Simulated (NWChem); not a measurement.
# One shape, several levels: MoCl2OF2 (SMILES [O]=[Mo]([F])([F])([Cl])[Cl])

We compute a comparison of 4 runs (HF/def2-SVP, PBE/def2-SVP, PBE0/def2-SVP, MP2/STO-3G) of MoCl2OF2. 

Program for the calculation: NWChem 7.3.0.

## (1) Starting point

MoCl2OF2: 6 atoms, total charge 0, spin state singlet. SMILES: `[O]=[Mo]([F])([F])([Cl])[Cl]`. The shape is that of a PBE0-D4/def2-TZVP optimisation.

Bond lengths: O1–Mo2 1.638 Å, Mo2–F3 1.842 Å, Mo2–F4 1.842 Å, Mo2–Cl5 2.263 Å, Mo2–Cl6 2.263 Å. Angles: O1–Mo2–F3 106.1°, O1–Mo2–F4 106.1°, O1–Mo2–Cl5 104.0°, O1–Mo2–Cl6 104.0°, F3–Mo2–F4 83.3°, F3–Mo2–Cl5 149.8°, F3–Mo2–Cl6 86.0°, F4–Mo2–Cl5 86.0°, F4–Mo2–Cl6 149.8°, Cl5–Mo2–Cl6 89.4°.

## (2) Energy and gradient at HF/def2-SVP (core potential) (run 1)

File input.nw:

```
start input
memory stack 880 mb heap 220 mb global 1100 mb
geometry units angstrom noautosym nocenter noautoz
 O     -0.903200     0.018100    -1.466000
 Mo    -0.065700    -0.075900    -0.061400
 F     -1.254500    -0.699700     1.200200
 F      0.593900    -1.793900     0.024700
 Cl     2.037400     0.532400    -0.635800
 Cl    -0.365800     1.954900     0.892100
end
basis spherical bse
 * library def2-SVP
end
ecp bse
 Mo library def2-SVP
end
scf
 thresh 1e-08
 maxiter 80
end
task scf gradient
```

On the command line:

```
nwchem input.nw > input.out
```

Output:

```text
[...]
  functions       =   109
[...]
  wavefunction    = RHF
[...]
         Total SCF energy =  -1259.827327719894
      One-electron energy =  -2677.134068864266
      Two-electron energy =    959.746694428014
 Nuclear repulsion energy =    457.560046716358
        Time for solution =     26.0s
[...]
                         RHF ENERGY GRADIENTS
    atom               coordinates                        gradient
                 x          y          z           x          y          z
   1 O      -1.706801   0.034204  -2.770338   -0.035604   0.004029  -0.059740
   2 Mo     -0.124155  -0.143430  -0.116029    0.044709   0.015711   0.055648
   3 F      -2.370661  -1.322241   2.268049   -0.006431  -0.003228   0.006052
   4 F       1.122308  -3.389979   0.046676    0.003105  -0.008872  -0.000014
   5 Cl      3.850128   1.006090  -1.201488   -0.006546  -0.001664   0.001349
   6 Cl     -0.691262   3.694225   1.685825    0.000766  -0.005976  -0.003295
[...]
```

Run time: 32 s. Hardware: 1 thread of Intel Xeon 6975P-C (Granite Rapids), shared host; peak memory 0.11 GiB.

## (3) Energy and forces at PBE/def2-SVP (core potential) (run 2)

File input.xyz:

```xyz
6

O     -0.903200     0.018100    -1.466000
Mo    -0.065700    -0.075900    -0.061400
F     -1.254500    -0.699700     1.200200
F      0.593900    -1.793900     0.024700
Cl     2.037400     0.532400    -0.635800
Cl    -0.365800     1.954900     0.892100
```

File input.nw:

```
start input
memory total 2200 mb

geometry units angstroms noautosym nocenter noautoz
  load input.xyz
end

basis spherical bse
  * library def2-SVP
end

ecp bse
  Mo library def2-SVP
end

dft
  xc xpbe96 cpbe96
  mult 1
  grid fine
  convergence energy 1e-08
  maxiter 100
  mulliken
  print medium
end

task dft gradient
```

On the command line:

```
nwchem input.nw > input.out
```

Output:

```text
[...]
          Wavefunction type:  closed shell.
          No. of atoms     :     6
          No. of electrons :    74
[...]
          Charge           :     0
          Spin multiplicity:     1
[...]
          AO basis - number of functions:   109
[...]
              XC Information
              --------------
          PerdewBurkeErnzerhof Exchange Functional  1.000
            Perdew 1991 LDA Correlation Functional  1.000 local
           PerdewBurkeErnz. Correlation Functional  1.000 non-local
[...]
 d= 0,ls=0.0,diis     1  -1261.8743516110 -1.72D+03  6.39D-02  5.67D+00     2.3
[...]
 d= 0,ls=0.0,diis    15  -1262.6371284269 -1.62D-09  1.28D-07  7.13D-11    27.2
         Total DFT energy =    -1262.637128426866
      One electron energy =    -2679.573729975986
           Coulomb energy =     1052.537578744187
    Exchange-Corr. energy =      -93.161023911425
 Nuclear repulsion energy =      457.560046716358
[...]
      Total Density - Mulliken Population Analysis
     ---------------------------------------------
    Atom       Charge   Shell Charges
 -----------   ------   -------------------------------------------------------
    1 O    8     8.17   1.99  1.15  0.75  2.74  1.52  0.01
    2 Mo  14    13.19  -0.40  1.65  0.81  0.27 -0.01  6.01  0.55  0.16  3.45  0.61  0.11
    3 F    9     9.24   1.99  1.14  0.81  3.31  1.98  0.00
    4 F    9     9.24   1.99  1.14  0.81  3.31  1.98  0.00
    5 Cl  17    17.08   2.00  1.98  1.30  0.65  5.93  2.16  3.05  0.02
    6 Cl  17    17.08   2.00  1.98  1.30  0.65  5.93  2.16  3.05  0.02
[...]
  wavefunction    = closed shell
                         DFT ENERGY GRADIENTS
    atom               coordinates                        gradient
                 x          y          z           x          y          z
   1 O      -1.706801   0.034204  -2.770338    0.017605  -0.001592   0.029172
   2 Mo     -0.124155  -0.143430  -0.116029   -0.013425  -0.001096  -0.020129
   3 F      -2.370661  -1.322241   2.268049    0.009907   0.005017  -0.008715
   4 F       1.122308  -3.389979   0.046676   -0.004317   0.013437   0.000330
   5 Cl      3.850128   1.006090  -1.201488   -0.012043  -0.003653   0.004220
   6 Cl     -0.691262   3.694225   1.685825    0.002274  -0.012112  -0.004877
[...]
```

It took 35 s on 1 thread of Intel Xeon 6975P-C (Granite Rapids), shared host; peak memory 0.13 GiB.

Run 3 isn't shown in full; the table further down has it.

## (4) Energy and forces at MP2/STO-3G (run 4)

File run.py:

```python
from ase import Atoms
from ase.calculators.nwchem import NWChem

molecule = Atoms(['O', 'Mo', 'F', 'F', 'Cl', 'Cl'], positions=[
    [-0.903200, 0.018100, -1.466000],
    [-0.065700, -0.075900, -0.061400],
    [-1.254500, -0.699700, 1.200200],
    [0.593900, -1.793900, 0.024700],
    [2.037400, 0.532400, -0.635800],
    [-0.365800, 1.954900, 0.892100],
])

calc = NWChem(
    label='input',
    theory='mp2',
    memory='2200 mb',
    basis='STO-3G',
    basispar='spherical bse',
    scf={'nopen': '0', 'rhf': None, 'thresh': '1e-08', 'maxiter': '80', 'print': 'low'},
    mp2={'freeze': 'core 27', 'tight': None},
)
molecule.calc = calc

forces = molecule.get_forces()
print(f"energy = {molecule.get_potential_energy():.6f} eV")
print("forces (eV/A):")
for s, f in zip(molecule.symbols, forces):
    print(f"{s:2s} {f[0]:10.5f} {f[1]:10.5f} {f[2]:10.5f}")
```

On the command line:

```
export ASE_NWCHEM_COMMAND="nwchem PREFIX.nwi > PREFIX.nwo"
python run.py
```

Output:

```text
energy = -139205.099893 eV
forces (eV/A):
O    -2.15829   -0.01296   -3.38213
Mo    0.81257   -4.62860    5.58865
F     1.28082    0.83227   -1.82425
F    -0.93958    2.14677   -0.41215
Cl    1.21063    0.41256   -0.43524
Cl   -0.20620    1.24992    0.46511
```

The calculator wrote input.nwi:

```
title "input"

permanent_dir input

scratch_dir input

start input

geometry units angstrom nocenter noautosym noautoz
  O  -9.0320000000000000e-01 1.8100000000000002e-02 -1.4660000000000000e+00
  Mo -6.5699999999999995e-02 -7.5899999999999995e-02 -6.1400000000000003e-02
  F  -1.2544999999999999e+00 -6.9969999999999999e-01 1.2001999999999999e+00
  F  5.9389999999999998e-01 -1.7939000000000001e+00 2.4700000000000000e-02
  Cl 2.0373999999999999e+00 5.3239999999999998e-01 -6.3580000000000003e-01
  Cl -3.6580000000000001e-01 1.9549000000000001e+00 8.9210000000000000e-01
end

memory 2200 mb

basis spherical bse noprint
   * library STO-3G
end

scf
  nopen 0
  rhf
  thresh 1e-08
  maxiter 80
  print low
end
mp2
  freeze core 27
  tight
end

task mp2 gradient
```

input.nwo:

```text
Northwest Computational Chemistry Package (NWChem) 7.3.0
             --------------------------------------------------------

           Job information
           ---------------

    nwchem branch   = 7.3.0
    use scalapack   = T
    input           = input.nwi
    prefix          = input.
    data base       = input/input.db
    status          = startup
    nproc           =        1

           Memory information
           ------------------

    heap     =     72089598 doubles =      550.0 Mbytes
    stack    =     72089595 doubles =      550.0 Mbytes
    global   =    144179200 doubles =     1100.0 Mbytes (distinct from heap & stack)
    total    =    288358393 doubles =     2200.0 Mbytes
    verify   = yes
    hardfail = no

[... 110 lines left out ...]
       Final RHF  results
[... 3 lines left out ...]
      One-electron energy =  -8866.907074220557
[... 1 line left out ...]
 Nuclear repulsion energy =    897.264535203961
[... 85 lines left out ...]
                Dipole Moments (a.u.)
[... 71 lines left out ...]
  MP2 natural orbitals output to input/input.mp2nos
[... 12 lines left out ...]
                 ----------------------------------------
                 |  Time  |  1-e(secs)   |  2-e(secs)   |
                 ----------------------------------------
                 |  CPU   |       0.00   |       2.84   |
                 ----------------------------------------
                 |  WALL  |       0.00   |       2.84   |
                 ----------------------------------------
 -----------------------
 Task  times  cpu:       26.9s     wall:       26.9s
 Total times  cpu:       26.9s     wall:       26.9s
```

It took 28 s on 1 thread of Intel Xeon 6975P-C (Granite Rapids), shared host; peak memory 0.13 GiB.

## (5) Overview of the runs

| run | level | iteration cap | module | energy (Eh) | dipole moment (D) | largest force (eV/Å) | wall time |
| --- | --- | --- | --- | --- | --- | --- | --- |
| 1 | HF/def2-SVP (core potential) | 80 | scf | -1259.827328 | 1.20 | 3.759 | 32 s |
| 2 | PBE/def2-SVP (core potential) | 100 | dft | -1262.637128 | 0.69 | 1.754 | 35 s |
| 3 | PBE0/def2-SVP (core potential) | 100 | dft | -1262.618482 | 0.85 | 0.328 | 28 s |
| 4 | MP2/STO-3G | 80 | mp2 | -5115.693106 | 4.23 | 7.302 | 28 s |

## (6) Results

```
                                                      quantity           value
                                           run 4: total energy  -5115.69311 Eh
run 4: dipole moment (of the density that the program reports)          4.23 D
           run 4: correlation energy (27 core orbitals frozen)      -418.4 mEh
                               run 4: largest force on an atom      7.302 eV/Å
```

What this shows: The dipole moment (its size) runs from 0.69 D (PBE/def2-SVP) to 4.23 D (MP2/STO-3G). The two ends differ in method and basis and core potential. The two dipoles point in opposite directions. Totals of different functionals can't be ranked against each other. Some runs of one species differ in core potentials or relativity; totals across that change don't compare. In run 4 the basis is minimal, so the values are rough. In run 4 relativity is left out where basis or elements ask for it. All runs together took 2.1 min, the longest 35 s.
